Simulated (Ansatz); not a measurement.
# CH6Sb radical (built from SMILES [CH3].[SbH3]): a barrier at many levels of theory

Aim: the barrier and energy of one elementary step (H1–C3 formed, H1–Sb2 broken) from LDA up to coupled cluster, on fixed structures, to see where each rung fails.

Computed with Ansatz 0.2.0, Gaussian basis. Level: single points in def2-TZVPP on PBE0-D4/def2-TZVP structures.

Levels: SPW92, PBE-D4, BLYP-D4, r2SCAN-D4, B97M-V, PBE0-D4, B3LYP-D4, r2SCAN0-D4, BHLYP-D4, CAM-B3LYP-D4, wB97X-V, wB97M-V, B2PLYP, PBE-QIDH, RPA on PBE, Hartree-Fock, MP2, CCSD, CCSD(T). The reference is CCSD(T) at the basis limit, from triple and quadruple zeta. Zero-point energies come from PBE0-D4 vibrations.

Correlated methods freeze the cores. Filled d shells of the heavier atoms are correlated. Core potentials replace the inner electrons past krypton, and spin-orbit coupling is left out. Orbitals are unrestricted. B3LYP uses VWN-RPA correlation. B2PLYP carries no dispersion term here.

23 further runs of the same task are left out: 23 set aside as unsound or not needed.

## Step 1: Start, saddle and end, as given

Charge 0, multiplicity 2. The folders r, ts and p hold the start, the saddle and the end; their coordinates stand in the first inputs.

```tsv
pair	r (Å)	ts (Å)	p (Å)
H1–C3	2.603	2.102	1.090
H1–Sb2	1.712	1.735	3.706
```

## Step 2: wB97M-V/def2-TZVPP

Contents of r/in.yaml:

```yaml
crystal:
  periodic: [false, false, false]
  atoms:
    - {symbol: H, position_ang: [-0.323812, 0.646902, 0.277038]}
    - {symbol: Sb, position_ang: [-0.150728, 2.327706, 0.549623]}
    - {symbol: C, position_ang: [-0.342923, -1.908749, -0.219424]}
    - {symbol: H, position_ang: [1.449408, 2.116024, 1.107633]}
    - {symbol: H, position_ang: [0.395520, 2.574976, -1.049462]}
    - {symbol: H, position_ang: [-0.896167, -2.128192, 0.682048]}
    - {symbol: H, position_ang: [0.736716, -1.885974, -0.198789]}
    - {symbol: H, position_ang: [-0.868115, -1.742795, -1.148565]}
basis:
  gaussian: {orbitals: def2-TZVPP}
magnetization: {spin_polarized: true, initial_magnetization: 1}
hamiltonian: {xc: {name: wB97M-V}}
```

Contents of ts/in.yaml:

```yaml
crystal:
  periodic: [false, false, false]
  atoms:
    - {symbol: H, position_ang: [-0.326523, 0.406680, 0.238459]}
    - {symbol: Sb, position_ang: [-0.195486, 2.113392, 0.522690]}
    - {symbol: C, position_ang: [-0.311343, -1.652311, -0.184634]}
    - {symbol: H, position_ang: [1.404244, 1.933708, 1.094208]}
    - {symbol: H, position_ang: [0.361290, 2.374219, -1.071047]}
    - {symbol: H, position_ang: [-0.858889, -1.917461, 0.708526]}
    - {symbol: H, position_ang: [0.766984, -1.716930, -0.187816]}
    - {symbol: H, position_ang: [-0.840376, -1.541398, -1.120286]}
basis:
  gaussian: {orbitals: def2-TZVPP}
magnetization: {spin_polarized: true, initial_magnetization: 1}
hamiltonian: {xc: {name: wB97M-V}}
```

Contents of p/in.yaml:

```yaml
crystal:
  periodic: [false, false, false]
  atoms:
    - {symbol: H, position_ang: [0.784868, -0.845458, 0.066996]}
    - {symbol: Sb, position_ang: [-0.432389, 2.621049, 0.551746]}
    - {symbol: C, position_ang: [-0.140551, -1.383889, -0.136330]}
    - {symbol: H, position_ang: [1.048899, 2.029064, 1.171689]}
    - {symbol: H, position_ang: [0.085687, 2.268961, -1.040694]}
    - {symbol: H, position_ang: [-0.795680, -1.322471, 0.732484]}
    - {symbol: H, position_ang: [0.085836, -2.428880, -0.347505]}
    - {symbol: H, position_ang: [-0.636769, -0.938478, -0.998283]}
basis:
  gaussian: {orbitals: def2-TZVPP}
magnetization: {spin_polarized: true, initial_magnetization: 1}
hamiltonian: {xc: {name: wB97M-V}}
```

No record of the launch command was kept for these runs.

Further steps of the session: CCSD(T)/def2-TZVPP; MP2/def2-QZVPP; Vibrations of the start structure; Vibrations of the end structure.

Before running it: what results should come out? Wanted: barrier, CCSD(T)/CBS; reverse barrier, CCSD(T)/CBS; step energy, CCSD(T)/CBS; barrier with zero-point energy; step energy with zero-point energy; imaginary mode at the saddle; largest T1 diagnostic.

As calculated:

| quantity | value |
| --- | --- |
| barrier, CCSD(T)/CBS | 5.2 kJ/mol |
| reverse barrier, CCSD(T)/CBS | 178.8 kJ/mol |
| step energy, CCSD(T)/CBS | -173.6 kJ/mol |
| barrier with zero-point energy | 6.6 kJ/mol |
| step energy with zero-point energy | -156.8 kJ/mol |
| imaginary mode at the saddle | 110i cm⁻¹ |
| largest T1 diagnostic | 0.014 |

What this shows: The functionals run from BHLYP-D4, off by -0.1 kJ/mol, to SPW92, off by -17.9 kJ/mol, against CCSD(T)/CBS. Mean unsigned error by rung: LDA 17.9, GGA 8.5, meta-GGA 3.4, hybrid 2.8, range-separated hybrid 0.9, double hybrid 0.7 kJ/mol. PBE-D4 gives a barrier 9.1 kJ/mol too low, outside chemical accuracy (1 kcal/mol, 4.2 kJ/mol). Every functional without exact exchange puts the barrier too low, the usual mark of self-interaction error, which favours the spread-out density of a saddle. The barrier rises with the share of exact exchange, from BLYP-D4 through B3LYP-D4 to BHLYP-D4 (-7.9, -4.5, -0.1 kJ/mol). Hartree-Fock, with no correlation, is off by +12.6 kJ/mol. Zero-point motion raises the barrier by 1.4 kJ/mol.
